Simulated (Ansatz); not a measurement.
# Cd3Se (I4/mmm) in Ansatz: band structure with PBEsol

Aim: the band structure of Cd3Se with PBEsol.

All numbers are computed with Ansatz 0.2.0; they aren't measurements. Logs are shortened: lines on timing, memory, paths and dates and some standing lists are left out, and cuts for length are marked.

### 1 The structure

It takes space group I4/mmm (No. 139, tetragonal). Conventional cell: a = 4.082 Å, b = 4.082 Å, c = 12.174 Å, α = 90.00°, β = 90.00°, γ = 90.00°. Cd (site symmetry 4/mmm) has 4 Se at 2.89 Å as nearest neighbours. Cd (site symmetry -4m2) is surrounded by 4 Cd at 2.89 Å. Se (site symmetry 4/mmm) has 4 Cd at 2.89 Å as nearest neighbours.

The cell comes from a database or a generator and needn't be the stable form of this composition.

### 2 Band structure, PBEsol

File input.yaml:

```yaml
crystal:
  lattice:
    - [-2.040953, 2.040953, 6.08708]
    - [2.040953, -2.040953, 6.08708]
    - [2.040953, 2.040953, -6.08708]
  atoms:
    - { symbol: Cd, position: [0.5, 0.5, 0.0] }
    - { symbol: Cd, position: [0.25, 0.75, 0.5] }
    - { symbol: Cd, position: [0.75, 0.25, 0.5] }
    - { symbol: Se, position: [0.0, 0.0, 0.0] }
hamiltonian:
  xc: pbesol
  pseudopotentials: { kind: paw }
kpoints:
  mp_grid: { grid: [9, 9, 9] }
  band_path:
    path:
      - [[0.0, 0.0, 0.0], [-0.5, 0.5, 0.0], [-0.5, 0.5, -0.0562105704], [-0.2781052852, 0.2781052852, -0.2781052852], [0.0, 0.0, 0.0], [0.5, 0.5, -0.5], [0.2781052852, 0.7218947148, -0.7218947148], [0.0, 0.5, -0.5], [-0.25, 0.75, -0.25], [0.0562105704, 0.9437894296, -0.5], [0.5, 0.5, -0.5]]
      - [[-0.5, 0.5, 0.0], [-0.25, 0.75, -0.25]]
    npoints: 14
scf:
  occupations: { method: fermi_dirac, width: 0.05 }
  n_extra_bands: 10
output:
  forces: true
  stress: true
  eigenvalues: true
  fatbands: true
```

Potentials or basis: Ansatz PAW.

The run is started by

```
> ansatz run input.yaml --threads 2 --pin off --max-ram 5632MiB --backend cpu --events-out ev --progress --plain --runs-dir out
```

What it wrote:

```text
Warning: RAYON_NUM_THREADS=2 ignored (pool sized by the plan → 2); use --threads N
basis.fft_grid_basis auto: the FFT boxes are laid along the combinations [[1, 0, 1], [0, 1, 1], [0, 0, 1]] of the cell's own vectors, 4.082, 4.082 and 6.737 Å long. The dense box has 30×30×48 points. Along the cell's own vectors, as sized, it would have 48×48×48, 2.56 times as many. Of the 16 symmetry operations that the crystal satisfies within crystal.symmetry.tolerance (time reversal apart; of a slab, those that keep its plane) the dense box along the cell's own vectors carries 16, and the one as laid loses 12 of those. basis.fft_grid_basis: typed keeps the cell's own vectors: state it where this run's energies or levels are differenced outside the engine with another run's, or held beside a run that keeps those vectors.
scf.n_extra_bands = 10 over 38 filled bands (N_el = 76.0): the run solves 48 bands
Engine: ansatz 0.2.0, aarch64-unknown-linux-gnu
Pseudopotentials: kind: paw
Pseudopotential: Cd, paw, valence charge 20, recommended cutoff 420 eV (normal), Cd.paw.azcp
Pseudopotential: Se, paw, valence charge 16, recommended cutoff 420 eV (normal), Se.paw.azcp
Functional definition: PBEsol
  exchange = pbesol_x
  correlation = pbesol_c
Crystal: 4 atoms, lattice volume = 101.423 Å³
Basis set: ecut = 420 eV, 2001 PW (Γ), FFT grids on a1+a3, a2+a3, a3, exchange–correlation on 60×60×96 points (8 copies of the dense FFT grid, shifted against one another)
Bands: 48, of which v1, the nominal top of the filled ones, is band 38 counted from 1 (37 counted from 0)
Symmetry: 16 space group operations
Space group: I4/mmm (ITA 139), of the structure as read, at distance tolerance 4.7e-5 Å
k-points: 75 of 729
Non-local potential: Cd, projectors of the file, l = 0: 3, l = 1: 2, l = 2: 2, l = 3: 1
Non-local potential: Se, projectors of the file, l = 0: 2, l = 1: 2, l = 2: 3, l = 3: 1
PAW form: soft (Blöchl's): semilocal exchange-correlation on the pseudo side does not see the compensation charge
PAW frozen core: Cd, regenerated for the run's functional, and the local potential with it (the file was generated under x = pbe(κ = 0.804, μ = 0.2195149727645171), c = pbe(β = 0.06672455060314922))
PAW frozen core: Se, regenerated for the run's functional, and the local potential with it (the file was generated under x = pbe(κ = 0.804, μ = 0.2195149727645171), c = pbe(β = 0.06672455060314922))
PAW one-centre angular grid: Cd, 590 points (default); XC on 64 Gauss nodes
PAW one-centre angular grid: Se, 590 points (default); XC on 64 Gauss nodes
Initial density: superposition of atomic densities (neutral atoms: chi_scale 0, normalization atom), corrected by the library's trained network
Initial wavefunctions: pseudopotential atomic-orbital guess
Functional: x = pbesol(κ = 0.804, μ = 0.12345679012345678), c = pbesol(β = 0.046)
SCF iter   1: F=—  HF=-29976.372632 eV  |F-HF|=—  |Δ(HF+E_count)|=         —  Δρ=4.92e-3  dr2=2.69e-2  ethr=1.77e-3  ⟨swp⟩=6.3  Hψ=13073  notcnv=0  defer=47
preconditioner: auto → Kerker (q_TF=auto, 2.600 Å⁻¹)  [metal: Δε(μ)=0.025 eV  Ē_g=12.719 eV  σ=0.050 eV  W_gap=0.12  n_scr=32 (ndim 8)  ℏωp=23.9 eV  f_vac=0.000  D(μ)=1.06/eV (n_scr^D=2)]
SCF iter   2: F=—  HF=-29976.366385 eV  |F-HF|=—  |Δ(HF+E_count)|=   6.25e-3  Δρ=2.09e-3  dr2=6.35e-3  ethr=3.53e-5  ⟨swp⟩=2.7  Hψ=6530  notcnv=0  defer=195
SCF iter   3: F=—  HF=-29976.364630 eV  |F-HF|=—  |Δ(HF+E_count)|=   1.75e-3  Δρ=7.38e-4  dr2=9.63e-4  ethr=8.36e-6  ⟨swp⟩=2.3  Hψ=4864  notcnv=0  defer=195
SCF iter   4: F=—  HF=-29976.364410 eV  |F-HF|=—  |Δ(HF+E_count)|=   2.19e-4  Δρ=2.41e-4  dr2=1.18e-4  ethr=1.27e-6  ⟨swp⟩=2.1  Hψ=5072  notcnv=0  defer=195
SCF iter   5: F=—  HF=-29976.364390 eV  |F-HF|=—  |Δ(HF+E_count)|=   2.03e-5  Δρ=1.22e-4  dr2=3.09e-5  ethr=1.55e-7  ⟨swp⟩=2.0  Hψ=5279  notcnv=0  defer=195
SCF iter   6: F=—  HF=-29976.364381 eV  |F-HF|=—  |Δ(HF+E_count)|=   9.18e-6  Δρ=3.92e-5  dr2=3.64e-6  ethr=4.06e-8  ⟨swp⟩=2.0  Hψ=5294  notcnv=0  defer=195
SCF iter   7: F=—  HF=-29976.364380 eV  |F-HF|=—  |Δ(HF+E_count)|=   6.19e-7  Δρ=1.15e-5  dr2=2.40e-7  ethr=4.79e-9  ⟨swp⟩=2.1  Hψ=4913  notcnv=0  defer=195
SCF iter   8: F=-29976.364380 eV  HF=-29976.364380 eV  |F-HF|=3.50e-8  |Δ(HF+E_count)|=   3.76e-8  Δρ=5.42e-6  dr2=4.50e-8  ethr=1.32e-10  ⟨swp⟩=9.2  Hψ=15588  notcnv=0
SCF 1 converged in 8 iterations: F = -29976.364380 eV  dr2 = 4.50e-8
NSCF: frozen V_eff on 156 k-points
SCF converged after 8 iterations
Free energy (F): -29976.364380 eV
Harris-Foulkes:  -29976.364380 eV  (|F-HF|=3.50e-8)
Internal energy: -29976.355925 eV  (E = F + TS)
E sigma→0 (E₀):  -29976.360153 eV
Entropy (-TS):   -0.008455 eV (-2.114 meV/atom)
Fermi energy:    10.487724 eV
--- Per-component energies (eV) ---
  E_band       = -1739.923504
  E_kinetic    = 1630.472982
  E_local      = -12157.809191  (includes V_loc(G=0)·N_el)
  E_nonlocal   = -484.971461
  E_hartree    = 5715.920421
  E_xc         = -627.501056
  E_vxc        = -758.231740  (∫ρ·V_xc dr)
  E_paw        = -13908.813925  (= ΣΔE_a)
  E_vpaw       = -1401.224654  (= ΣTr[D̂ρ^β])
  E_aug_tail   = -0.000546  (compensation charges beyond the density's cutoff)
  E_ewald      = -10145.687478
  E_core_change = 2.034330  (= ΣΔE_core)
  E_smearing   = -0.008455  (= −TS)
  E_closure    = -0.000000  (closes the sum)
  Σ components = -29976.364380   (vs F -29976.364380, Δ=0.00e0)
--- Forces (eV/Å), atoms counted from 1 ---
  atom   1  Cd    -0.00000000     0.00000000     0.00000000
  atom   2  Cd     0.00000000     0.00000000     0.00000000
  atom   3  Cd     0.00000000     0.00000000     0.00000000
  atom   4  Se     0.00000000     0.00000000     0.00000000
  max |Σ_I F_I| component: 5.08e-29 eV/Å
--- Stress (GPa, compression-positive) ---
       -4.558787       0.000000       0.000000
        0.000000      -4.558787       0.000000
        0.000000      -0.000000      -2.051094
  P = ⅓ Tr σ = -3.7229 GPa (-37.229 kbar)
--- Band table (eV; the first three rows and the last of 75) ---
  k-point 0: bands = ["-91.9445", "-91.9378", "-91.8920", "-53.0557", "-53.0557", "-53.0291", "-53.0150", "-53.0068", "-53.0065", "-53.0065", "-52.9630", "-52.9630", "-37.0044", "-37.0029", "-36.9321", "-36.9321", "-36.9099", "-2.4013", "1.0587", "1.3159", "1.4648", "1.8605", "1.8605", "2.0276", "2.1091", "2.1110", "2.1278", "2.1278", "2.4546", "2.4546", "2.4671", "2.6778", "3.1098", "4.8938", "6.9676", "8.5820", "8.5820", "9.8940", "12.8521", "13.1946", "13.1946", "14.7901", "15.3108", "17.7771", "18.8443", "18.8443", "20.3570", "21.1244"]
  k-point 1: bands = ["-91.9441", "-91.9381", "-91.8920", "-53.0563", "-53.0495", "-53.0290", "-53.0146", "-53.0128", "-53.0073", "-53.0061", "-52.9630", "-52.9630", "-37.0044", "-37.0028", "-36.9321", "-36.9321", "-36.9099", "-2.3100", "1.1360", "1.4046", "1.5662", "1.8318", "1.9289", "2.0450", "2.0474", "2.1119", "2.1161", "2.1324", "2.3493", "2.4278", "2.4635", "2.6187", "2.9505", "4.9438", "7.2170", "7.9637", "8.3111", "11.1893", "11.7864", "11.9445", "13.7935", "15.4632", "16.6543", "16.8601", "18.4192", "19.3696", "20.0592", "20.1003"]
  k-point 2: bands = ["-91.9431", "-91.9391", "-91.8920", "-53.0576", "-53.0338", "-53.0289", "-53.0288", "-53.0134", "-53.0085", "-53.0049", "-52.9631", "-52.9631", "-37.0044", "-37.0028", "-36.9321", "-36.9321", "-36.9098", "-2.1120", "1.2583", "1.6431", "1.7750", "1.8526", "1.9831", "2.0660", "2.0815", "2.1058", "2.1094", "2.1198", "2.1895", "2.2110", "2.4713", "2.4724", "2.6970", "5.1987", "7.6536", "7.6805", "7.8258", "10.6375", "10.7330", "12.5304", "13.8268", "14.8699", "15.7159", "17.7810", "19.0405", "19.5346", "19.6228", "19.6441"]
  k-point 74: bands = ["-91.9443", "-91.9380", "-91.8920", "-53.0543", "-53.0543", "-53.0288", "-53.0150", "-53.0081", "-53.0080", "-53.0070", "-52.9630", "-52.9630", "-37.0044", "-37.0029", "-36.9321", "-36.9321", "-36.9099", "-2.3234", "1.1060", "1.3528", "1.5145", "1.7948", "1.8049", "1.9949", "2.0825", "2.1656", "2.2171", "2.2335", "2.4212", "2.4299", "2.4891", "2.6465", "3.0230", "4.1493", "7.3586", "8.5873", "9.5318", "9.7169", "12.3902", "13.3784", "13.7665", "15.0762", "15.2924", "17.0148", "18.0169", "18.8419", "18.8695", "19.1480"]
```

It took 29 s on 2 threads of Arm Neoverse V1, shared host; peak memory 0.59 GiB.

Results:

```
Free energy            : -29976.3644 eV
Pressure               : -3.7 GPa
Band gap on the k mesh : none (metal or under the smearing width)
```

Levels at the corners of the path, in eV from the Fermi level:
| point | band 36 | band 37 | band 38 | band 39 | band 40 | band 41 |
| --- | --- | --- | --- | --- | --- | --- |
| Γ | -1.91 | -1.91 | -0.59 | 2.36 | 2.71 | 2.71 |
| X | -2.35 | -2.25 | -0.85 | -0.04 | 0.05 | 0.31 |
| Y | -2.78 | -1.96 | -0.84 | 0.00 | 0.41 | 0.61 |
| S | -2.31 | -1.11 | -0.74 | 1.91 | 2.53 | 4.09 |
| Γ | -1.91 | -1.91 | -0.59 | 2.36 | 2.71 | 2.71 |
| Z | -2.03 | -2.02 | -0.79 | 2.70 | 3.10 | 3.10 |
| S1 | -2.31 | -1.11 | -0.74 | 1.91 | 2.53 | 4.09 |
| N | -3.42 | -0.75 | -0.67 | 1.21 | 3.30 | 3.65 |
| P | -2.65 | -1.52 | -1.02 | -0.50 | -0.50 | 1.14 |
| Y1 | -2.78 | -1.96 | -0.84 | 0.00 | 0.41 | 0.61 |
| Z | -2.03 | -2.02 | -0.79 | 2.70 | 3.10 | 3.10 |
| X | -2.35 | -2.25 | -0.85 | -0.04 | 0.05 | 0.31 |
| P | -2.65 | -1.52 | -1.02 | -0.50 | -0.50 | 1.14 |

Caveat: the PAW data sets come from PBE, with cores solved anew for the run's functional, which leaves a small shift of forces and pressure.

### 3 The reference run

An earlier run on the cell as given: functional PBEsol; potentials or basis Ansatz PAW; cutoff 420 eV (not typed: the program's choice for these potentials); k mesh 9 × 9 × 9; occupations fermi-dirac, width 0.05 eV; no spin polarisation.

- Pressure: -3.7 GPa
- Band gap on the k mesh: none (metal or under the smearing width)
